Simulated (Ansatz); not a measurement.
# F2H9NOSi2 (built from SMILES F[SiH](F)[SiH3].N.O): search for a transition state

Wanted: the transition state of a ligand exchange through a proton shuttle (form Si1–N7, H6–O9, Si2–H8 and break Si1–Si2, H6–N7, H8–O9). The guess is relaxed with those distances held, a saddle search follows, and vibrations and two downhill relaxations check it.

Program: Ansatz 0.2.0, Gaussian basis. Level of theory: PBE0-D4, def2-SVP first, then def2-TZVP. These are calculated values, not measurements.

190 further runs of the same task are left out: 190 set aside as unsound or not needed.

## Step 1: The starting structure

The guess: 15 atoms, charge 0, spin multiplicity 1.

Atoms are counted from 1 here; the program's logs count them from 0.

Bond lengths: Si1–F3 1.645 Å, Si1–F4 1.626 Å, Si1–H5 1.454 Å, Si1–N7 1.836 Å, Si2–H10 1.476 Å, Si2–H11 1.471 Å, Si2–H12 1.473 Å, H6–N7 1.178 Å, N7–H13 1.011 Å, N7–H14 1.015 Å, O9–H15 0.959 Å. Angles: F3–Si1–F4 90.3°, F3–Si1–H5 91.9°, F3–Si1–N7 95.5°, F4–Si1–H5 149.9°, F4–Si1–N7 98.7°, H5–Si1–N7 111.0°, H10–Si2–H11 101.6°, H10–Si2–H12 104.4°, H11–Si2–H12 104.7°, Si1–N7–H6 104.7°, Si1–N7–H13 113.6°, Si1–N7–H14 111.0°, H6–N7–H13 108.0°, H6–N7–H14 111.0°, H13–N7–H14 108.5°.

Coordinates:

```mol
F2H9NOSi2
  3D, bonds by distance, orders not assigned

 15 11  0  0  0  0  0  0  0  0999 V2000
   -1.1417    0.1095   -0.5936 Si  0  0
    0.9583   -1.6137   -0.5656 Si  0  0
   -2.6481    0.7388   -0.7959 F   0  0
   -1.6085   -0.5776    0.8038 F   0  0
   -0.9319    0.0225   -2.0297 H   0  0
    0.3241    1.2739    0.9395 H   0  0
   -0.3987    1.6446    0.0868 N   0  0
    0.9755   -0.3957    0.7610 H   0  0
    1.1306    0.4913    1.6774 O   0  0
    1.9294   -2.4048    0.2146 H   0  0
    0.0308   -2.6570   -1.0290 H   0  0
    1.6998   -1.2081   -1.7724 H   0  0
    0.1517    2.1601   -0.5869 H   0  0
   -1.1137    2.2615    0.4587 H   0  0
    0.6425    0.1548    2.4312 H   0  0
  1  3  8  0
  1  4  8  0
  1  5  8  0
  1  7  8  0
  2 10  8  0
  2 11  8  0
  2 12  8  0
  6  7  8  0
  7 13  8  0
  7 14  8  0
  9 15  8  0
M  END
```

Distances that are to change: Si1–N7 1.84 Å, H6–O9 1.34 Å, Si2–H8 1.80 Å, Si1–Si2 2.72 Å, H6–N7 1.18 Å, H8–O9 1.28 Å.

## Step 2: Relaxing the guess with the reacting distances held

Contents of hold/in.yaml:

```yaml
crystal:
  periodic: [false, false, false]
  atoms:
    - {symbol: Si, position_ang: [-1.141700, 0.109500, -0.593600]}
    - {symbol: Si, position_ang: [0.958300, -1.613700, -0.565600]}
    - {symbol: F, position_ang: [-2.648100, 0.738800, -0.795900]}
    - {symbol: F, position_ang: [-1.608500, -0.577600, 0.803800]}
    - {symbol: H, position_ang: [-0.931900, 0.022500, -2.029700]}
    - {symbol: H, position_ang: [0.324100, 1.273900, 0.939500]}
    - {symbol: N, position_ang: [-0.398700, 1.644600, 0.086800]}
    - {symbol: H, position_ang: [0.975500, -0.395700, 0.761000]}
    - {symbol: O, position_ang: [1.130600, 0.491300, 1.677400]}
    - {symbol: H, position_ang: [1.929400, -2.404800, 0.214600]}
    - {symbol: H, position_ang: [0.030800, -2.657000, -1.029000]}
    - {symbol: H, position_ang: [1.699800, -1.208100, -1.772400]}
    - {symbol: H, position_ang: [0.151700, 2.160100, -0.586900]}
    - {symbol: H, position_ang: [-1.113700, 2.261500, 0.458700]}
    - {symbol: H, position_ang: [0.642500, 0.154800, 2.431200]}
basis:
  gaussian: {orbitals: def2-SVP}
hamiltonian: {xc: pbe0, dispersion: d4}
relax: {f_tol: 0.04, max_steps: 150, escape_saddle: false, constraints: [{distance: [0, 6]}, {distance: [5, 8]}, {distance: [1, 7]}, {distance: [0, 1]}, {distance: [5, 6]}, {distance: [7, 8]}]}
```

Started as:

```sh
$ ansatz run in.yaml --threads 4 --pin off --events-out ev --progress --plain --max-ram 46080MiB --backend cpu
```

Further steps of the session: Force constants to start from; Saddle search in the small basis; Saddle search in triple zeta; Checking the order of the point; Relaxing after a step of 0.30 Å one way along the mode; Relaxing after a step of 0.30 Å the other way along the mode.

Before running it: what results should come out? Wanted: imaginary mode; barrier from the start side; barrier from the end side; energy of the step; pairs that change; zero-point energy at the saddle.

The runs gave:

```
                       quantity                                                                                      value
                 imaginary mode                                                                                 1126i cm⁻¹
    barrier from the start side                                                                               148.3 kJ/mol
      barrier from the end side                                                                               191.7 kJ/mol
             energy of the step                                                                               -43.4 kJ/mol
              pairs that change  Si1–N7 tightened, Si2–H8 formed, H6–O9 formed, Si1–Si2 broken, H6–N7 broken, H8–O9 broken
zero-point energy at the saddle                                                                                   2.625 eV
```

What this shows: The point has a single imaginary mode (1126i cm⁻¹), as a transition state must. The two relaxations end on the structures that were planned. At PBE0-D4/def2-TZVP the electronic barrier is 148.3 kJ/mol, about 60 kT at 298 K, and the step runs 43.4 kJ/mol downhill. The barrier is thin enough for tunnelling; the leading (Wigner) term alone is a factor of 2.2 at 298 K. A step off the saddle overshot and began above it in energy, so the link to its end is likely but not proven. The ends are the nearest minima, not always the lowest complexes.
